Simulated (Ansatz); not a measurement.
# NaAs (singlet): wave-function methods side by side at distance As1–Na2 = 6.036 Å, cc-pVDZ

How much of the correlation energy of NaAs (singlet) does each wave-function method recover here?

Method: cc-pVDZ, core rule «outside noble gas», up to 19 orbitals frozen; program: Ansatz 0.2.0, Gaussian basis.

Plan: UHF; CCSD(T) on RHF; CCSD(T) on UHF; BCCD(T) on RHF; CCSDT(Q) on RHF; CCSDT(Q) on UHF; CCSDTQ on RHF; Full CI.

69 further runs of the same task are left out: 50 for a known fault of the program, 12 that didn't finish, 7 set aside as unsound or not needed. Runs told in other sessions of the task aren't counted.

### Step 1. The system

The geometry derives from a PBE0/def2-TZVP stationary point (not a proven minimum). One bond is set to the value named and the two fragments are kept rigid. No spin-orbit coupling is included. The filled d shell of As may be among the frozen orbitals whatever the setting's name suggests.

2 atoms, charge 0, spin multiplicity 1.

Atoms are counted from 1 here; the program's logs count them from 0.

No contacts short enough for the rule that draws bonds.

### Step 2. UHF

Input file in.yaml:

```yaml
crystal:
  periodic: [false, false, false]
  atoms:
    - {symbol: As, position_ang: [0.000000, 0.000000, 0.000000]}
    - {symbol: Na, position_ang: [0.000000, 0.000000, 6.036000]}
basis:
  gaussian: {orbitals: cc-pVDZ}
magnetization: {spin_polarized: true, initial_magnetization: 0}
hamiltonian: {xc: hf}
output: {orbitals: {seedname: orbitals}}
```

Run with:

```sh
$ ansatz run in.yaml --threads 1 --pin off --events-out ev --progress --plain --max-ram 2393MiB
```

The runs that follow: CCSD(T) on RHF; CCSD(T) on UHF; BCCD(T) on RHF; CCSDT(Q) on RHF; CCSDT(Q) on UHF; CCSDTQ on RHF; Full CI.

**Question.** What will the summary of the whole plan be? Wanted: FCI from the RHF energy; RMP2 from FCI; RCCSD from FCI; RCCSD(T) from FCI; RCCSDT(Q) from FCI; T1 diagnostic; effectively unpaired electrons.

**Answer**, as computed:

| quantity | value |
| --- | --- |
| FCI from the RHF energy | -4.5412 eV |
| RMP2 from FCI | +1746.8 meV |
| RCCSD from FCI | +562.4 meV |
| RCCSD(T) from FCI | -101.4 meV |
| RCCSDT(Q) from FCI | -51.4 meV |
| levels within 1 kcal/mol (43 meV) | RCCSDT, RCCSDTQ |
| T1 diagnostic | 0.163 |
| effectively unpaired electrons | 3.91 |

In words: RCCSD(T) lands -101.4 meV from the yardstick (2.2 % of the correlation energy). RCCSD(T), RCCSDT(Q) fall below full CI, which methods that aren't variational can do. With 3.9 effectively unpaired electrons against 0 the state is strongly multireference. Coupled cluster on one determinant still stays close here. These misses are within one basis, not against nature.

The restricted and unrestricted ladders end 1.67 eV apart at CCSDT(Q), which points to two states or an unsound top rung; rows of one don't measure the error of the other.
